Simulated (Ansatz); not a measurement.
# TmInO2: the cost of one run

Computed with Ansatz 0.2.0 (DFT PBE, scalar-relativistic, plane waves, PAW; 4f electrons in the core of a trivalent norm-conserving potential, unless a step names another level, unless a step's input says otherwise).

2 further runs of the same task are left out: 1 that didn't finish, 1 set aside as unsound or not needed.

## (1) The structure to begin with

It takes space group R-3m (No. 166, trigonal). Conventional cell: a = 3.376 Å, b = 3.376 Å, c = 20.294 Å, α = 90.00°, β = 90.00°, γ = 120.00°. Tm (site symmetry -3m) has 6 O at 2.24 Å as nearest neighbours. Around In (site symmetry -3m) lie 2 O at 2.29 Å. O (site symmetry 3m) has 3 Tm at 2.24 Å and 1 In at 2.29 Å as nearest neighbours.

As a file:

```xyz
4
Lattice="1.6881 0.9746 6.7645 -1.6881 0.9746 6.7645 0.0000 -1.9492 6.7645" Properties=species:S:1:pos:R:3 pbc="T T T"
Tm    0.0000    0.0000    0.0000
In    0.0000    0.0000   10.1468
O     0.0000    0.0000    7.8582
O     0.0000    0.0000   12.4353
```

It came out lowest among 21 distinct ends of the trial cells. At a tolerance of 0.05 Å it has space group R-3m (No. 166).

## (2) A stricter relaxation, on the response runs' mesh and smearing

input.yaml reads:

```yaml
crystal:
  lattice:
    - [1.688091724, 0.9746202112, 6.7645115113]
    - [-1.688091724, 0.9746202112, 6.7645115113]
    - [0.0, -1.9492404225, 6.7645115113]
  atoms:
    - { symbol: Tm, position: [0.0, 0.0, 0.0] }
    - { symbol: In, position: [0.5, 0.5, 0.5] }
    - { symbol: O, position: [0.3872265212, 0.3872265212, 0.3872265212] }
    - { symbol: O, position: [0.6127734788, 0.6127734788, 0.6127734788] }
basis:
  ecutwfc: 690
kpoints:
  mp_grid: { grid: [12, 12, 12] }
hamiltonian:
  xc: pbe
  pseudopotentials:
    kind: paw
    azcp: { Tm: "pseudopotentials/pbe/nc/lanthanide_3plus/Tm.nc.azcp" }
scf:
  occupations: { method: gaussian, width: 0.1 }
output:
  forces: true
  stress: true
  eigenvalues: true
relax:
  adjacent_minimum: "off"
  f_tol: 0.001
  max_steps: 60
  cell: { stress_tol: 0.01 }
```

Command:

```console
$ ansatz run input.yaml --threads 3 --pin off --max-ram 8448MiB --backend cpu --events-out ev --progress --plain --runs-dir out
```

**Question.** How long does this run take on 3 threads of Arm Neoverse V1, shared host, and how much memory does it need?

About 49 s, with a peak of 0.74 GiB.
